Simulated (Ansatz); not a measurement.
Below is the output of a Python script on Ansatz's Python interface that makes harmonic frequencies at the relaxed geometry of C4H4Si, SMILES C#C[SiH2]C#C. Write a script that gives it. Settings (for the species named): B3LYP, def2-SVP basis, multiplicity 1.

```xyz
9

C     2.0706   -0.1174    1.7374
C     1.2766   -0.3255    0.8136
Si    0.0877   -0.7096   -0.6215
C    -1.2525    0.4914   -0.6788
C    -2.2506    1.2375   -0.7348
H     2.6789    0.1671    2.5335
H     0.8976   -0.6485   -1.8844
H    -0.3503   -2.0823   -0.4718
H    -3.0696    1.9409   -0.7103
```

```console
$ python c4h4si.py
bond        before    after (A)
C0-C1        1.2358   1.2171
C0-H5        1.0415   1.0752
C1-Si2       1.9028   1.8367
Si2-C3       1.8005   1.8367
Si2-H6       1.5015   1.4875
Si2-H7       1.4486   1.4875
C3-C4        1.2474   1.2171
C4-H8        1.0799   1.0752
mode  1     100.1 1/cm    12.42 meV
mode  2     226.5 1/cm    28.09 meV
mode  3     243.3 1/cm    30.16 meV
mode  4     246.7 1/cm    30.59 meV
mode  5     395.7 1/cm    49.06 meV
mode  6     606.6 1/cm    75.21 meV
mode  7     623.9 1/cm    77.35 meV
mode  8     666.2 1/cm    82.60 meV
mode  9     742.0 1/cm    91.99 meV
mode 10     743.9 1/cm    92.23 meV
mode 11     750.4 1/cm    93.04 meV
mode 12     751.2 1/cm    93.14 meV
mode 13     754.0 1/cm    93.48 meV
mode 14     876.9 1/cm   108.73 meV
mode 15     951.7 1/cm   117.99 meV
mode 16    2151.6 1/cm   266.76 meV
mode 17    2152.5 1/cm   266.87 meV
mode 18    2240.2 1/cm   277.75 meV
mode 19    2245.6 1/cm   278.42 meV
mode 20    3454.4 1/cm   428.30 meV
mode 21    3454.7 1/cm   428.33 meV
imaginary modes: 0  zero-point energy: 1.5113 eV
T (K)   F_vib (eV)   S_vib (meV/K)   C_vib (meV/K)
 200.0      1.4875        0.3150          0.4581
 300.0      1.4443        0.5510          0.7132
 400.0      1.3774        0.7832          0.8990
 500.0      1.2882        0.9988          1.0316
 600.0      1.1783        1.1962          1.1333
```

The script that was run (others could print the same):

`c4h4si.py`
```python
import warnings

import ansatz as az
import numpy as np

BASIS = "def2-SVP"
XC = "b3lyp"


def main() -> None:
    warnings.simplefilter("ignore", az.DeckWarning)

    system = (
        az.Crystal.molecule()
        .atom("C", (2.0706, -0.1174, 1.7374))
        .atom("C", (1.2766, -0.3255, 0.8136))
        .atom("Si", (0.0877, -0.7096, -0.6215))
        .atom("C", (-1.2525, 0.4914, -0.6788))
        .atom("C", (-2.2506, 1.2375, -0.7348))
        .atom("H", (2.6789, 0.1671, 2.5335))
        .atom("H", (0.8976, -0.6485, -1.8844))
        .atom("H", (-0.3503, -2.0823, -0.4718))
        .atom("H", (-3.0696, 1.9409, -0.7103))
    )

    model = system.calculation().basis(gaussian=BASIS).functional(XC)
    symbols = [site.symbol for site in system.cartesian_sites]
    start = np.array([site.position_ang for site in system.cartesian_sites], dtype=float)
    report = model.relax(force_tolerance=0.003, max_steps=100).run(threads=1, pin="off").report
    end = np.array(report["positions_ang"])

    print("bond        before    after (A)")
    for i, j in [(0, 1), (0, 5), (1, 2), (2, 3), (2, 6), (2, 7), (3, 4), (4, 8)]:
        d0, d1 = (np.linalg.norm(xyz[i] - xyz[j]) for xyz in (start, end))
        print(f"{symbols[i]}{i}-{symbols[j]}{j}".ljust(10), f"{d0:8.4f} {d1:8.4f}")

    minimum = az.Crystal.molecule()
    for symbol, xyz in zip(symbols, end):
        minimum = minimum.atom(symbol, xyz.tolist())
    vibrating = minimum.calculation()
    vibrating = vibrating.basis(gaussian=BASIS)
    vibrating = vibrating.functional(XC).phonons(temperatures=(200, 600, 100))
    vib = vibrating.run(threads=1, pin="off").report["vibrations"]
    sums = vib["harmonic_sums"]
    modes = [m["omega_inv_cm"] for m in sums["modes_at_gamma"] if m["rigid_motion"] == "no"]
    for number, w in enumerate(modes, start=1):
        print(f"mode {number:2d} {w:9.1f} 1/cm {w / 8065.544 * 1000:8.2f} meV")
    print("imaginary modes:", sum(w < 0 for w in modes), " zero-point energy:", round(sums["zero_point_energy_ev"], 4), "eV")
    print("T (K)   F_vib (eV)   S_vib (meV/K)   C_vib (meV/K)")
    for row in zip(sums["temperatures_k"], sums["vibrational_free_energy_ev"], vib["entropy_ev_per_k"], vib["heat_capacity_ev_per_k"]):
        print(f"{row[0]:6.1f} {row[1]:11.4f} {1000 * row[2]:13.4f} {1000 * row[3]:15.4f}")


if __name__ == "__main__":
    main()
```

Reading the output:
- These settings explore the input space; basis and method may be short of convergence.
- The frequencies are harmonic and unscaled, in a modest basis. The result belongs to the one conformer reached from this start, and soft torsions count as harmonic oscillators.
- b3lyp holds the VWN-RPA fit, as in Gaussian; the form of ORCA and Turbomole is b3lyp5.
- Finished in 3.1 min on 1 thread of Intel(R) Xeon(R) Platinum 8488C (Sapphire Rapids), with other jobs on the host, peak memory 0.27 GiB.

(Lines on the test bed's own set-up are left out of the output.)
